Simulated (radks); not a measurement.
# Spin polarisation of the 5s shell in Cd⁺

One table from this session's results is given with a row withheld; the runs are named, their logs left out.

The numbers are computed with radks (a radial shooting solver on a logarithmic mesh, Libxc functionals) version 1 (scalar-relativistic Kohn-Sham, PBE, spin-polarised, spherical densities, point nucleus), except any that are marked as measured or tabulated.

## Starting point

```
element       : cadmium (Z = 48)
charge        : +1
electrons     : 47
configuration : [Kr] 4d10 5s(up 0.5, down 0.5)
```

A shell typed twice in an input gives spin up, then spin down.

The first run:

Settings of this run:

```text
Z 48
configuration [Kr] 4d10 5s0.5 5s0.5
relativity scalar-relativistic
functional pbe,pbe
spin polarised
nucleus point
c 137.035999084
```

Among the steps run: No moment.

One table of the session follows, with a row left open; its other results are not shown here.

It belongs to the step «No moment». Radial moments (bohr):

```
level     <r>  outermost maximum (interpolated)  90 % within  nodes
   2p  0.1149                            0.0890        0.187      0
   3s  0.3583                             0.324        0.527      2
   3p  0.3571                             0.317        0.537      1
   3d  0.3347                             0.266        0.529      0
   4s  0.8794                             0.795         1.28      3
   4p  0.9603                             0.846         1.42      2
   4d   1.272                             0.981         2.02      1
   5s       ?                                 ?            ?      ?
```

Estimate the missing values for 5s.

As computed: <r>: 2.650; outermost maximum (interpolated): 2.24; 90 % within: 3.93; nodes: 4. In the column «<r>» it is the highest.
